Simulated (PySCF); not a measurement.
# C3H7BNO2−: NMR shifts

What NMR shifts should C3H7BNO2− (`C=N[C@H]1CO[BH2-]O1`) show?

Computed with PySCF 2.14.0, with density-fitted response routines of our own, on a single molecule in the gas phase. Atoms are numbered from 0 throughout.

## Step 1: Starting geometry

14 atoms, charge -1, multiplicity 1; geometry from: GFN2-xTB.

Bonds of the start (Å): C0–N1 1.25, N1–C2 1.45, C2–C3 1.57, C3–O4 1.37, O4–B5 1.51, B5–O6 1.53, O6–C2 1.36, C0–H7 1.09, C0–H8 1.09, C2–H9 1.11, C3–H10 1.11, C3–H11 1.10, B5–H12 1.20, B5–H13 1.23.

## Step 2: Shielding tensors: PBE0/pcSseg-1

The job: settings as JSON, then the geometry in Å.

```
{"job": {"kind": "nmr", "xc": "PBE0", "basis": "pcSseg-1"}, "charge": -1, "multiplicity": 1}
C      1.956826     0.772164     0.543328
N      1.642384    -0.153884    -0.241958
C      0.319534    -0.148490    -0.831003
C     -0.485825    -1.341912    -0.213918
O     -1.754506    -0.875533     0.001431
B     -1.602194     0.603470     0.261332
O     -0.432311     0.970958    -0.648741
H      1.295655     1.604364     0.787932
H      2.937863     0.745666     1.006779
H      0.500320    -0.332629    -1.912299
H      0.017260    -1.639990     0.730197
H     -0.499537    -2.213741    -0.886625
H     -2.593603     1.197473    -0.073101
H     -1.302543     0.811612     1.439544
```

With the program's defaults for keys left out, this is: GIAO PBE0/pcSseg-1 NMR shielding, non-relativistic, gas phase.

Output:

```text
coarse grid: 11920 points
cycle   1  E = -347.9718466564  dE =  1.005e+00  |g| = 9.073e-01  |ddm| = 3.254e+00
cycle   2  E = -347.7239172190  dE =  2.479e-01  |g| = 1.475e+00  |ddm| = 3.345e+00
cycle   3  E = -348.1415964862  dE = -4.177e-01  |g| = 1.029e-01  |ddm| = 2.372e+00
cycle   4  E = -348.1431240456  dE = -1.528e-03  |g| = 6.332e-02  |ddm| = 1.336e-01
cycle   5  E = -348.1438753379  dE = -7.513e-04  |g| = 2.453e-02  |ddm| = 5.922e-02
cycle   6  E = -348.1439952468  dE = -1.199e-04  |g| = 6.106e-03  |ddm| = 1.889e-02
cycle   7  E = -348.1440035009  dE = -8.254e-06  |g| = 1.355e-03  |ddm| = 5.104e-03
final grid: 115848 points
cycle   8  E = -348.2035617303  dE = -4.148e-05  |g| = 1.142e-02  |ddm| = 2.757e-02
cycle   9  E = -348.2035347760  dE =  2.695e-05  |g| = 1.684e-02  |ddm| = 2.031e-02
cycle  10  E = -348.2035843959  dE = -4.962e-05  |g| = 1.621e-03  |ddm| = 1.403e-02
cycle  11  E = -348.2035849551  dE = -5.592e-07  |g| = 4.329e-04  |ddm| = 1.693e-03
cycle  12  E = -348.2035849896  dE = -3.450e-08  |g| = 1.527e-04  |ddm| = 4.170e-04
cycle  13  E = -348.2035849949  dE = -5.212e-09  |g| = 2.404e-05  |ddm| = 1.669e-04
cycle  14  E = -348.2035849950  dE = -1.088e-10  |g| = 9.650e-06  |ddm| = 2.970e-05
converged SCF energy = -348.2035849950

GIAO shielding tensors (ppm)
atom      isotropic    diamagn.    paramagn.     s11        s22        s33       span
  0 C       40.939     253.249    -212.310    -70.283     52.434    140.665    210.948
  1 N     -164.333     331.113    -495.446   -499.776   -244.674    251.452    751.227
  2 C       87.926     244.019    -156.093     63.665     83.320    116.794     53.128
  3 C      106.969     245.552    -138.583     76.254     99.460    145.192     68.938
  4 O      269.173     395.928    -126.755    180.901    259.013    367.606    186.705
  5 B       99.084     185.787     -86.702     83.011     98.706    115.536     32.525
  6 O      257.248     398.202    -140.954    185.952    263.943    321.847    135.895
  7 H       23.628      31.248      -7.620     21.158     22.169     27.557      6.398
  8 H       24.798      29.392      -4.594     24.040     24.299     26.056      2.016
  9 H       25.754      30.285      -4.530     21.544     23.927     31.793     10.249
 10 H       28.491      30.954      -2.464     24.127     28.436     32.910      8.784
 11 H       27.279      29.797      -2.518     23.914     26.092     31.832      7.918
 12 H       28.221      30.751      -2.531     25.529     27.647     31.487      5.957
 13 H       28.463      31.415      -2.952     25.218     28.228     31.942      6.724
```

It took 17 s on 1 thread, shared host.

Shifts follow as δ = σ(reference) − σ, with reference shieldings (ppm) from runs at the same level and on the same kind of geometry: 1H TMS 31.72, 13C TMS 186.9, 15N NH3 267.7, 17O H2O 336.1, 11B BF3·OEt2 100.1. The references are single molecules in the gas phase, so shifts against H2O, NH3, PH3, H3PO4 or CFCl3 are not on the usual liquid scales and can be off by tens of ppm.

| atoms | environment | σ (ppm) | δ (ppm) |
| --- | --- | --- | --- |
| C0 | C=N carbon | 40.9 | 146.0 |
| C2 | sp3 CH bonded to N and O | 87.9 | 99.0 |
| C3 | sp3 CH2 bonded to O | 107.0 | 80.0 |
| H7 | hydrogen on a C=N carbon | 23.63 | 8.09 |
| H8 | hydrogen on a C=N carbon | 24.80 | 6.92 |
| H9 | hydrogen on an sp3 CH bonded to N and O | 25.75 | 5.96 |
| H11 | hydrogen on an sp3 CH2 bonded to O | 27.28 | 4.44 |
| H12 | hydrogen on a boron bonded to 2 O, in a 5-membered ring | 28.22 | 3.50 |
| H13 | hydrogen on a boron bonded to 2 O, in a 5-membered ring | 28.46 | 3.25 |
| H10 | hydrogen on an sp3 CH2 bonded to O | 28.49 | 3.23 |
| N1 | imine nitrogen | -164.3 | 432.1 |
| O6 | oxygen bonded to C, B, in a 5-membered ring | 257.2 | 78.8 |
| O4 | oxygen bonded to C, B, in a 5-membered ring | 269.2 | 66.9 |
| B5 | boron bonded to 2 O, 2 H, in a 5-membered ring | 99.1 | 1.0 |

Charges from the same density, by scheme (e):

| atoms | Mulliken | IAO | Hirshfeld | ESP fit |
| --- | --- | --- | --- | --- |
| C0 | -0.02 | -0.16 | -0.04 | 0.25 |
| N1 | -0.43 | -0.29 | -0.17 | -0.70 |
| C2 | 0.20 | 0.17 | 0.05 | 0.62 |
| C3 | 0.12 | -0.05 | -0.03 | -0.14 |
| O4 | -0.59 | -0.51 | -0.27 | -0.48 |
| B5 | 0.45 | 0.04 | -0.02 | 0.39 |
| O6 | -0.59 | -0.52 | -0.25 | -0.57 |

Mayer bond orders: C0–N1 1.97, N1–C2 0.95, C2–C3 0.97, C3–O4 1.04, O4–B5 0.84, B5–O6 0.78, O6–C2 1.07.

Ring of atoms C2, C3, O4, B5, O6: NICS(0) -7.7, NICS(1) -2.9, NICS(1)zz -5.9 ppm (means of both faces).

## Step 3: What came out

| quantity | value |
| --- | --- |
| 13C shifts against TMS (PBE0/pcSseg-1) | 146.0, 99.0, 80.0 ppm |
| 1H shifts against TMS (PBE0/pcSseg-1) | 8.09, 6.92, 5.96, 4.44, 3.50, 3.25, 3.23 ppm |
| 15N shifts against NH3 (PBE0/pcSseg-1) | 432.1 ppm |
| 17O shifts against H2O (PBE0/pcSseg-1) | 78.8, 66.9 ppm |
| 11B shifts against BF3·OEt2 (PBE0/pcSseg-1) | 1.0 ppm |

At PBE0/pcSseg-1: The largest span, 751 ppm, is at N1, where the paramagnetic term is -495 ppm.
